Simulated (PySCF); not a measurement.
**Ar³⁺: dipole response in aug-cc-pV(T+d)Z plus 1 even-tempered diffuse shell per l**

Aim: the static polarisability and the C₆ coefficient of Ar³⁺, method by method.

Method: unrestricted determinants in a Gaussian basis, no spin-orbit coupling in the energies. Code: PySCF 2.14.0.

### 1 The atom as given

| Quantity | Value |
| --- | --- |
| Element | argon (Z = 18) |
| Basis | aug-cc-pV(T+d)Z with one added diffuse shell each of s, p, d, f type (7s6p5d3f, 71 functions) |
| Hamiltonian | the non-relativistic Hamiltonian (point nucleus) |
| State 1 | Ar³⁺: [Ne] 3s2 3p3, high-spin 4S determinant |
| Methods | UHF, PBE, PBE0, BHandHLYP, MN15 |

Outer shells as boxes (Hund's rule):

Ar3+ [Ne] 3s2 3p3
```
[Ne] core
3s [↑↓]
3p [↑ ][↑ ][↑ ]
```

One driver process ran all states and methods and kept the integrals in memory. Each run is shown as a PySCF script that sums up its settings (the driver passes frozen orbitals as a list and adds second-order terms of double hybrids); the logs are those of the runs themselves. The driver starts from symmetry-adapted Hartree-Fock orbitals, holds the occupation by maximum overlap and uses a logarithmic radial grid for functionals, so a plain start would take other cycles.

The integrals over 71 functions and the set-up took 0.17 s of CPU time.

### 2 Ar³⁺

#### UHF

Contents of input.py:

```python
from pyscf import gto, scf, dft, mp, cc
import basis_set_exchange as bse
mol = gto.M(atom="Ar 0 0 0", charge=3, spin=3, symmetry="D2h",
            basis=gto.basis.parse(bse.get_basis("aug-cc-pV(T+d)Z", elements=["Ar"], fmt="nwchem", augment_diffuse=1)))
mf = scf.UHF(mol)
mf.irrep_nelec = {'Ag': (3, 3), 'B1u': (2, 1), 'B2u': (2, 1), 'B3u': (2, 1)}
mf.kernel()
```

The program printed:

```text
damping factor = 0
level_shift factor = 0
DIIS = <class 'pyscf.scf.diis.CDIIS'>
diis_start_cycle = 1
diis_space = 10
diis_damp = 0
SCF conv_tol = 1e-09
SCF conv_tol_grad = None
number electrons alpha = 9  beta = 6
cycle= 1 E= -523.861132810434  delta_E= -6.14e-11  |g|= 2.3e-06  |ddm|= 2.74e-05
converged SCF energy = -523.861132810434  <S^2> = 3.7507674  2S+1 = 4.0003837
```

CPU time 2 s on a shared host, the integrals not counted.

The occupied shells:

| shell | electrons | mean orbital energy (eV) | spread (eV) | rms radius (bohr) |
| --- | --- | --- | --- | --- |
| 1s α | 1 | -3277.7 | 0 | 0.0998 |
| 1s β | 1 | -3276.3 | 0 | 0.0998 |
| 2s α | 1 | -383.81 | 0 | 0.447 |
| 2s β | 1 | -382.43 | 0 | 0.447 |
| 2p α | 3 | -309.38 | 0 | 0.417 |
| 2p β | 3 | -306.90 | 0 | 0.417 |
| 3s α | 1 | -79.844 | 0 | 1.40 |
| 3s β | 1 | -67.460 | 0 | 1.40 |
| 3p α | 3 | -59.213 | 0 | 1.50 |

⟨S²⟩ = 3.751, ⟨L²⟩ = 0.00.

The driver then solved the coupled dipole response at imaginary frequencies: mean α = 3.707 bohr³, C₆ = 10.07 au for a like pair.

#### PBE

Changes to input.py:

```diff
@@ -4,3 +4,3 @@
             basis=gto.basis.parse(bse.get_basis("aug-cc-pV(T+d)Z", elements=["Ar"], fmt="nwchem", augment_diffuse=1)))
-mf = scf.UHF(mol)
+mf = dft.UKS(mol, xc="PBE")
 mf.irrep_nelec = {'Ag': (3, 3), 'B1u': (2, 1), 'B2u': (2, 1), 'B3u': (2, 1)}
```

The program printed:

```text
damping factor = 0
level_shift factor = 0
DIIS = <class 'pyscf.scf.diis.CDIIS'>
diis_start_cycle = 1
diis_space = 10
diis_damp = 0
SCF conv_tol = 1e-09
SCF conv_tol_grad = None
number electrons alpha = 9  beta = 6
XC functionals = PBE
    J. P. Perdew, K. Burke, and M. Ernzerhof.,  Phys. Rev. Lett. 77, 3865 (1996)
    J. P. Perdew, K. Burke, and M. Ernzerhof.,  Phys. Rev. Lett. 78, 1396 (1997)
    J. P. Perdew, K. Burke, and M. Ernzerhof.,  Phys. Rev. Lett. 77, 3865 (1996)
    J. P. Perdew, K. Burke, and M. Ernzerhof.,  Phys. Rev. Lett. 78, 1396 (1997)
cycle= 1 E= -524.248969567914  delta_E= -0.00483  |g|= 0.0215  |ddm|= 0.225
cycle= 2 E= -524.249007848925  delta_E= -3.83e-05  |g|= 0.00343  |ddm|= 0.0236
cycle= 3 E= -524.249008750096  delta_E= -9.01e-07  |g|= 0.000232  |ddm|= 0.00259
cycle= 4 E= -524.249008762304  delta_E= -1.22e-08  |g|= 1.65e-06  |ddm|= 0.000274
cycle= 5 E= -524.249008762305  delta_E= -4.55e-13  |g|= 1.62e-08  |ddm|= 1.61e-06
converged SCF energy = -524.249008762305  <S^2> = 3.7502528  2S+1 = 4.0001264
```

It used 2 s of CPU time after the integrals (shared host).

The driver then solved the coupled dipole response at imaginary frequencies: mean α = 3.604 bohr³, C₆ = 9.788 au for a like pair.

#### PBE0

Changes to input.py:

```diff
@@ -4,3 +4,3 @@
             basis=gto.basis.parse(bse.get_basis("aug-cc-pV(T+d)Z", elements=["Ar"], fmt="nwchem", augment_diffuse=1)))
-mf = dft.UKS(mol, xc="PBE")
+mf = dft.UKS(mol, xc="PBE0")
 mf.irrep_nelec = {'Ag': (3, 3), 'B1u': (2, 1), 'B2u': (2, 1), 'B3u': (2, 1)}
```

The program printed:

```text
damping factor = 0
level_shift factor = 0
DIIS = <class 'pyscf.scf.diis.CDIIS'>
diis_start_cycle = 1
diis_space = 10
diis_damp = 0
SCF conv_tol = 1e-09
SCF conv_tol_grad = None
number electrons alpha = 9  beta = 6
XC functionals = PBE0
    C. Adamo and V. Barone.,  J. Chem. Phys. 110, 6158 (1999)
    M. Ernzerhof and G. E. Scuseria.,  J. Chem. Phys. 110, 5029 (1999)
cycle= 1 E= -524.29227451792  delta_E= -0.00268  |g|= 0.0108  |ddm|= 0.158
cycle= 2 E= -524.292284508321  delta_E= -9.99e-06  |g|= 0.00151  |ddm|= 0.0131
cycle= 3 E= -524.292284708395  delta_E= -2e-07  |g|= 0.000108  |ddm|= 0.00101
cycle= 4 E= -524.292284710543  delta_E= -2.15e-09  |g|= 6.02e-06  |ddm|= 0.000155
cycle= 5 E= -524.292284710555  delta_E= -1.16e-11  |g|= 2.59e-07  |ddm|= 9.79e-06
converged SCF energy = -524.292284710555  <S^2> = 3.7502987  2S+1 = 4.0001493
```

CPU time 3.5 s on a shared host, the integrals not counted.

The driver then solved the coupled dipole response at imaginary frequencies: mean α = 3.614 bohr³, C₆ = 9.810 au for a like pair.

#### BHandHLYP

Changes to input.py:

```diff
@@ -4,3 +4,3 @@
             basis=gto.basis.parse(bse.get_basis("aug-cc-pV(T+d)Z", elements=["Ar"], fmt="nwchem", augment_diffuse=1)))
-mf = dft.UKS(mol, xc="PBE0")
+mf = dft.UKS(mol, xc="BHANDHLYP")
 mf.irrep_nelec = {'Ag': (3, 3), 'B1u': (2, 1), 'B2u': (2, 1), 'B3u': (2, 1)}
```

The program printed:

```text
damping factor = 0
level_shift factor = 0
DIIS = <class 'pyscf.scf.diis.CDIIS'>
diis_start_cycle = 1
diis_space = 10
diis_damp = 0
SCF conv_tol = 1e-09
SCF conv_tol_grad = None
number electrons alpha = 9  beta = 6
XC functionals = BHANDHLYP
    A. D. Becke.,  J. Chem. Phys. 98, 1372 (1993)
    Defined through Gaussian implementation.
cycle= 1 E= -524.46966522474  delta_E= -0.00165  |g|= 0.00416  |ddm|= 0.156
cycle= 2 E= -524.469668036186  delta_E= -2.81e-06  |g|= 0.000427  |ddm|= 0.011
cycle= 3 E= -524.469668062314  delta_E= -2.61e-08  |g|= 5.15e-05  |ddm|= 0.000639
cycle= 4 E= -524.469668062863  delta_E= -5.48e-10  |g|= 5.13e-06  |ddm|= 0.000139
converged SCF energy = -524.469668062863  <S^2> = 3.750517  2S+1 = 4.0002585
```

It used 3.7 s of CPU time after the integrals (shared host).

The driver then solved the coupled dipole response at imaginary frequencies: mean α = 3.606 bohr³, C₆ = 9.784 au for a like pair.

#### MN15

Changes to input.py:

```diff
@@ -4,3 +4,3 @@
             basis=gto.basis.parse(bse.get_basis("aug-cc-pV(T+d)Z", elements=["Ar"], fmt="nwchem", augment_diffuse=1)))
-mf = dft.UKS(mol, xc="BHANDHLYP")
+mf = dft.UKS(mol, xc="MN15")
 mf.irrep_nelec = {'Ag': (3, 3), 'B1u': (2, 1), 'B2u': (2, 1), 'B3u': (2, 1)}
```

The program printed:

```text
damping factor = 0
level_shift factor = 0
DIIS = <class 'pyscf.scf.diis.CDIIS'>
diis_start_cycle = 1
diis_space = 10
diis_damp = 0
SCF conv_tol = 1e-09
SCF conv_tol_grad = None
number electrons alpha = 9  beta = 6
XC functionals = MN15
    H. S. Yu, X. He, S. L. Li, and D. G. Truhlar.,  Chem. Sci. 7, 5032-5051 (2016)
    H. S. Yu, X. He, S. L. Li, and D. G. Truhlar.,  Chem. Sci. 7, 5032-5051 (2016)
cycle= 1 E= -524.350940682776  delta_E= -0.0229  |g|= 0.0284  |ddm|= 0.556
cycle= 2 E= -524.35101513647  delta_E= -7.45e-05  |g|= 0.00498  |ddm|= 0.0305
cycle= 3 E= -524.351017539264  delta_E= -2.4e-06  |g|= 0.000419  |ddm|= 0.00362
cycle= 4 E= -524.351017569987  delta_E= -3.07e-08  |g|= 2.97e-05  |ddm|= 0.000794
cycle= 5 E= -524.351017570219  delta_E= -2.32e-10  |g|= 6.04e-06  |ddm|= 4.28e-05
converged SCF energy = -524.351017570219  <S^2> = 3.7500913  2S+1 = 4.0000456
```

CPU time 9.7 s on a shared host, the integrals not counted.

The response matrix is unstable for this state, so it gives no polarisability.

Radial density 4πr²ρ of Ar³⁺ at UHF:

| r (bohr) | density | spin density |
| --- | --- | --- |
| 0.00174 | 0.137 | 0.000 |
| 0.00292 | 0.371 | 0.000 |
| 0.00491 | 0.977 | 0.000 |
| 0.00826 | 2.45 | 0.000 |
| 0.0139 | 5.66 | 0.001 |
| 0.0234 | 11.4 | 0.004 |
| 0.0393 | 18.4 | 0.016 |
| 0.0661 | 20.7 | 0.071 |
| 0.111 | 15.7 | 0.261 |
| 0.187 | 16.3 | 0.574 |
| 0.315 | 20.9 | 0.428 |
| 0.529 | 9.69 | 0.031 |
| 0.890 | 4.13 | 1.816 |
| 1.50 | 3.48 | 2.100 |
| 2.52 | 0.398 | 0.277 |
| 4.24 | 0.00215 | 0.002 |

### 3 The response side by side

Ar³⁺, in atomic units:

| method | mean α | C₆ (like pair) | S(−4) |
| --- | --- | --- | --- |
| UHF | 3.707 | 10.07 | 5.014 |
| PBE | 3.604 | 9.788 | 4.269 |
| PBE0 | 3.614 | 9.810 | 4.362 |
| BHandHLYP | 3.606 | 9.784 | 4.287 |

α(iu) at BHandHLYP:

| u (hartree) | α(iu) (bohr³) |
| --- | --- |
| 0 | 3.606 |
| 0.0500 | 3.596 |
| 0.100 | 3.564 |
| 0.200 | 3.445 |
| 0.300 | 3.269 |
| 0.500 | 2.829 |
| 0.750 | 2.266 |
| 1.00 | 1.789 |
| 1.50 | 1.139 |
| 2.00 | 0.7714 |
| 3.00 | 0.4200 |
| 5.00 | 0.1894 |

### 4 Summary of results

```
 quantity                             value
α of Ar³⁺  3.604 (PBE) to 3.707 (UHF) bohr³
```

**Reading.** A single London oscillator with the computed α and C₆ of Ar³⁺ at UHF would have ω = 4 C₆ / (3 α²) = 0.977 hartree. All values hold for this basis alone; no basis-set limit was taken.
